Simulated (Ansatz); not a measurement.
Working through a geometry optimisation of CH₅B₂ClN₂, SMILES BNB(Cl)N=C

Computed with Ansatz 0.2.0 through its Python package.

The cells in order, each with its output:

In [1]:
```python
import itertools
import warnings

import ansatz as az
from ase.data import atomic_numbers, covalent_radii
import numpy as np
```

In [2]:
```python
warnings.simplefilter("ignore", az.DeckWarning)

ch5b2cln2 = (
    az.Crystal.molecule()
    .atom("B", (0.6793, -1.6211, -0.4628))
    .atom("N", (-0.1525, -0.9257, 0.6596))
    .atom("B", (-1.0847, 0.1489, 0.0363))
    .atom("Cl", (-2.6384, -0.3062, -0.6163))
    .atom("N", (-0.5657, 1.5665, -0.1338))
    .atom("C", (0.5757, 2.0004, 0.3024))
    .atom("H", (0.4039, -2.6774, -0.8113))
    .atom("H", (1.4938, -0.9459, -1.0664))
    .atom("H", (-0.7698, -1.6406, 1.104))
    .atom("H", (1.2736, 1.3241, 0.8367))
    .atom("H", (0.8502, 3.02, 0.1721))
)
```

In [3]:
```python
job = (
    ch5b2cln2.calculation()
    .basis(gaussian="def2-SVP")
    .functional("r2scan")
)
symbols = [site.symbol for site in ch5b2cln2.cartesian_sites]
start = np.array([site.position_ang for site in ch5b2cln2.cartesian_sites], dtype=float)
def progress(event):
    if event["event"] == "relax_step":
        row = event["data"]
        print(f"step {row['step']:3d}  E = {row['lagrangian_ev']:.6f} eV  largest force component {row['allowed_force_max_ev_ang']:.4f} eV/A")
```

In [4]:
```python
summary = job.relax(force_tolerance=0.005, max_steps=100).session().plan().execute(on_event=progress).report
end = np.array(summary["positions_ang"])

print("reference energy %16.6f eV" % summary["reference_energy_ev"])
print("total energy     %16.6f eV" % summary["free_energy_ev"])
print("occupied orbitals outside the frozen core (up, down):", summary["n_occupied"], " frozen:", summary["n_frozen"], " virtual:", summary["n_virtual"])
```
```text
step   1  E = -17962.803457 eV  largest force component 3.7226 eV/A
step   2  E = -17963.474235 eV  largest force component 2.3372 eV/A
step   3  E = -17963.749462 eV  largest force component 1.4482 eV/A
step   4  E = -17963.969176 eV  largest force component 0.6628 eV/A
step   5  E = -17964.155473 eV  largest force component 0.7950 eV/A
step   6  E = -17964.312173 eV  largest force component 0.7579 eV/A
step   7  E = -17964.441434 eV  largest force component 0.6403 eV/A
step   8  E = -17964.535904 eV  largest force component 0.4700 eV/A
step   9  E = -17964.603192 eV  largest force component 0.3090 eV/A
step  10  E = -17964.616971 eV  largest force component 0.6539 eV/A
step  11  E = -17964.628144 eV  largest force component 0.4891 eV/A
step  12  E = -17964.659612 eV  largest force component 0.5275 eV/A
step  13  E = -17964.669762 eV  largest force component 0.3444 eV/A
step  14  E = -17964.682382 eV  largest force component 0.2079 eV/A
step  15  E = -17964.683704 eV  largest force component 0.0688 eV/A
step  16  E = -17964.686152 eV  largest force component 0.0155 eV/A
step  17  E = -17964.686278 eV  largest force component 0.0088 eV/A
step  18  E = -17964.686340 eV  largest force component 0.0051 eV/A
step  19  E = -17964.686355 eV  largest force component 0.0086 eV/A
step  20  E = -17964.686352 eV  largest force component 0.0074 eV/A
step  21  E = -17964.686354 eV  largest force component 0.0079 eV/A
step  22  E = -17964.686359 eV  largest force component 0.0026 eV/A
reference energy    -17964.686370 eV
total energy        -17964.686370 eV
occupied orbitals outside the frozen core (up, down): [26, 26]  frozen: 0  virtual: [87, 87]
```

In [5]:
```python
# pairs closer than 1.2 times the sum of covalent radii, before or after
radius = [covalent_radii[atomic_numbers[s]] for s in symbols]
span = lambda where, i, j: np.linalg.norm(where[i] - where[j])
bonded = [(i, j) for i, j in itertools.combinations(range(len(symbols)), 2) if min(span(start, i, j), span(end, i, j)) < 1.2 * (radius[i] + radius[j])]
print("pair        before    after (A)")
for i, j in bonded:
    print(f"{symbols[i]}{i}-{symbols[j]}{j}".ljust(10), f"{span(start, i, j):8.4f} {span(end, i, j):8.4f}")
for first, second in list(itertools.combinations(bonded, 2)):
    shared = set(first) & set(second)
    if shared and symbols[(j := shared.pop())] != "H":
        i, k = sorted((set(first) | set(second)) - {j})
        u, v = end[i] - end[j], end[k] - end[j]
        angle = np.degrees(np.arccos(np.clip(u @ v / np.linalg.norm(u) / np.linalg.norm(v), -1, 1)))
        print(f"final angle {symbols[i]}{i}-{symbols[j]}{j}-{symbols[k]}{k}: {angle:.2f} deg")
```
```text
pair        before    after (A)
B0-N1        1.5605   1.4093
B0-H6        1.1459   1.2082
B0-H7        1.2180   1.2081
N1-B2        1.5531   1.4454
N1-H8        1.0439   1.0176
B2-Cl3       1.7456   1.7908
B2-N4        1.5192   1.3845
N4-C5        1.2967   1.2494
C5-H9        1.1090   1.1098
C5-H10       1.0639   1.1071
final angle N1-B0-H6: 119.15 deg
final angle N1-B0-H7: 119.32 deg
final angle B0-N1-B2: 128.31 deg
final angle B0-N1-H8: 117.53 deg
final angle H6-B0-H7: 121.53 deg
final angle B2-N1-H8: 114.15 deg
final angle N1-B2-Cl3: 118.08 deg
final angle N1-B2-N4: 123.78 deg
final angle Cl3-B2-N4: 118.04 deg
final angle B2-N4-C5: 157.23 deg
final angle N4-C5-H9: 122.82 deg
final angle N4-C5-H10: 121.28 deg
final angle H9-C5-H10: 115.90 deg
```

In [6]:
```python
charges = summary["charge_distribution"]
dipole = np.array(charges["dipole_moment_e_ang"]) * 4.803205
print("dipole (D): {:.3f} {:.3f} {:.3f}, length {:.3f}".format(*dipole, np.linalg.norm(dipole)))
print("atom  Mulliken   Lowdin")
for symbol, m, l in zip(symbols, charges["mulliken_charges_e"], charges["lowdin_charges_e"]):
    print(f"{symbol:4s} {m:9.3f} {l:8.3f}")
with open("ch5b2cln2_opt.xyz", "w") as handle:
    handle.write(f"{len(symbols)}\nrelaxed CH5B2ClN2\n")
    handle.writelines(f"{s:2s} {x:11.6f} {y:11.6f} {z:11.6f}\n" for s, (x, y, z) in zip(symbols, end))
```
```text
dipole (D): 1.020 1.060 0.506, length 1.556
atom  Mulliken   Lowdin
B        0.013   -0.180
N       -0.057    0.354
B        0.039   -0.743
Cl      -0.172    0.300
N       -0.061    0.195
C        0.061    0.113
H       -0.049   -0.038
H       -0.057   -0.032
H        0.155    0.043
H        0.064   -0.005
H        0.065   -0.007
```

It writes `ch5b2cln2_opt.xyz`:
```text
11
relaxed CH5B2ClN2
B     0.774487   -1.711212   -0.431076
N    -0.534704   -1.286694   -0.128026
B    -1.006740    0.057276    0.117416
Cl   -2.724248    0.277209    0.574369
N    -0.228004    1.189473   -0.051374
C     0.553318    2.109095    0.272412
H     0.989061   -2.889481   -0.590273
H     1.656177   -0.890474   -0.522935
H    -1.256097   -2.000805   -0.056992
H     0.979721    2.204823    1.292521
H     0.862429    2.883790   -0.455542
```

What to keep in mind:
- Total energies depend on the basis set; only differences at equal settings carry meaning.
- The end point is the stationary point reached from this start; no frequency run checks that it is a minimum, and the basis set is modest.
- The Löwdin charges here are taken after orthogonalising the functions within each atom; they differ from plain Löwdin charges, and their signs can be unphysical.
- Hardware and time: 2 min on 1 thread of Intel(R) Xeon(R) Platinum 8375C CPU @ 2.90GHz (Ice Lake), on a shared host, peak memory 0.25 GiB.

(Lines on the test bed's own set-up are left out of the output.)
